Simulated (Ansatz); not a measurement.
## SiNi2: band structure with LDA

The system is SiNi2.

```
Ni Si
1.0
     4.99000    0.00000    0.00000
     0.00000    3.72000    0.00000
     0.00000    0.00000    7.03000
Ni Si
8 4
Direct
  0.32500 0.75000 0.93700
  0.67500 0.25000 0.06300
  0.17500 0.25000 0.43700
  0.82500 0.75000 0.56300
  0.45800 0.75000 0.29700
  0.54200 0.25000 0.70300
  0.04200 0.25000 0.79700
  0.95800 0.75000 0.20300
  0.78600 0.75000 0.88600
  0.21400 0.25000 0.11400
  0.71400 0.25000 0.38600
  0.28600 0.75000 0.61400
```

* Program: Ansatz 0.2.0
* Task: band structure
* Functional: LDA
* Potentials or basis: Ansatz PAW
* Cutoff: 420 eV (not typed: the program's choice for these potentials)
* k mesh: 6 × 7 × 4
* Occupations: fermi-dirac, width 0.05 eV
* Spin: collinear spin, ferromagnetic start
* Starting moments: [1.0, 1.0, 1.0, 1.0, 1.0, 1.0, 1.0, 1.0, 0.0, 0.0, 0.0, 0.0] μB
* Path: [["G", "X", "S", "Y", "G", "Z", "U", "R", "T", "Z"], ["Y", "T"], ["U", "X"], ["S", "R"]]
* Points for each segment of the path: 10

```yaml
Pressure: -10.6 GPa
Largest_force: 0.348 eV/Å
Band_gap_on_the_k_mesh: none (metal or under the smearing width)
Net_moment: 0.00 μB per cell
Absolute_moment: 0.00 μB per cell
```

Forces in eV/Å, atoms in the order of the input:
```
Ni   0.255  0.000  0.237
Ni  -0.255  0.000 -0.237
Ni  -0.255  0.000  0.237
Ni   0.255  0.000 -0.237
Ni   0.100  0.000 -0.130
Ni  -0.100  0.000  0.130
Ni  -0.100  0.000 -0.130
Ni   0.100  0.000  0.130
Si  -0.075  0.000  0.070
Si   0.075  0.000 -0.070
Si   0.075  0.000  0.070
Si  -0.075  0.000 -0.070
```

Stress tensor (GPa, compression positive):
```
-10.67   0.00   0.00
  0.00 -10.93   0.00
  0.00   0.00 -10.35
```

Levels at the corners of the path, in eV from the Fermi level:
Spin up:
```
point  band 78  band 79  band 80  band 81  band 82  band 83
    Γ    -0.95    -0.63    -0.22     0.70     0.92     1.98
    X    -0.97    -0.96    -0.96     0.71     0.71     1.40
    S    -0.79    -0.79    -0.79     0.02     0.02     0.02
    Y    -0.97     1.23     1.23     1.98     1.98     2.68
    Γ    -0.95    -0.63    -0.22     0.70     0.92     1.98
    Z    -1.07    -0.40    -0.40     0.22     0.22     1.40
    U    -0.88    -0.42    -0.42    -0.37    -0.37     1.17
    R    -0.74    -0.74    -0.74     0.53     0.53     0.53
    T    -0.59     0.28     0.28     1.85     1.85     1.93
    Z    -1.07    -0.40    -0.40     0.22     0.22     1.40
    Y    -0.97     1.23     1.23     1.98     1.98     2.68
    T    -0.59     0.28     0.28     1.85     1.85     1.93
    U    -0.88    -0.42    -0.42    -0.37    -0.37     1.17
    X    -0.97    -0.96    -0.96     0.71     0.71     1.40
    S    -0.79    -0.79    -0.79     0.02     0.02     0.02
    R    -0.74    -0.74    -0.74     0.53     0.53     0.53
```
Spin down:
| point | band 78 | band 79 | band 80 | band 81 | band 82 | band 83 |
| --- | --- | --- | --- | --- | --- | --- |
| Γ | -0.95 | -0.63 | -0.22 | 0.70 | 0.92 | 1.98 |
| X | -0.97 | -0.96 | -0.96 | 0.71 | 0.71 | 1.40 |
| S | -0.79 | -0.79 | -0.79 | 0.02 | 0.02 | 0.02 |
| Y | -0.97 | 1.23 | 1.23 | 1.98 | 1.98 | 2.68 |
| Γ | -0.95 | -0.63 | -0.22 | 0.70 | 0.92 | 1.98 |
| Z | -1.07 | -0.40 | -0.40 | 0.22 | 0.22 | 1.40 |
| U | -0.88 | -0.42 | -0.42 | -0.37 | -0.37 | 1.17 |
| R | -0.74 | -0.74 | -0.74 | 0.53 | 0.53 | 0.53 |
| T | -0.59 | 0.28 | 0.28 | 1.85 | 1.85 | 1.93 |
| Z | -1.07 | -0.40 | -0.40 | 0.22 | 0.22 | 1.40 |
| Y | -0.97 | 1.23 | 1.23 | 1.98 | 1.98 | 2.68 |
| T | -0.59 | 0.28 | 0.28 | 1.85 | 1.85 | 1.93 |
| U | -0.88 | -0.42 | -0.42 | -0.37 | -0.37 | 1.17 |
| X | -0.97 | -0.96 | -0.96 | 0.71 | 0.71 | 1.40 |
| S | -0.79 | -0.79 | -0.79 | 0.02 | 0.02 | 0.02 |
| R | -0.74 | -0.74 | -0.74 | 0.53 | 0.53 | 0.53 |

It took 89 s on 4 threads of Arm Neoverse V2, on a shared host, peak memory 1.6 GiB.

Caveat: the PAW data sets come from PBE, with cores solved anew for the run's functional, which leaves a small shift of forces and pressure; the starting moments weren't kept.
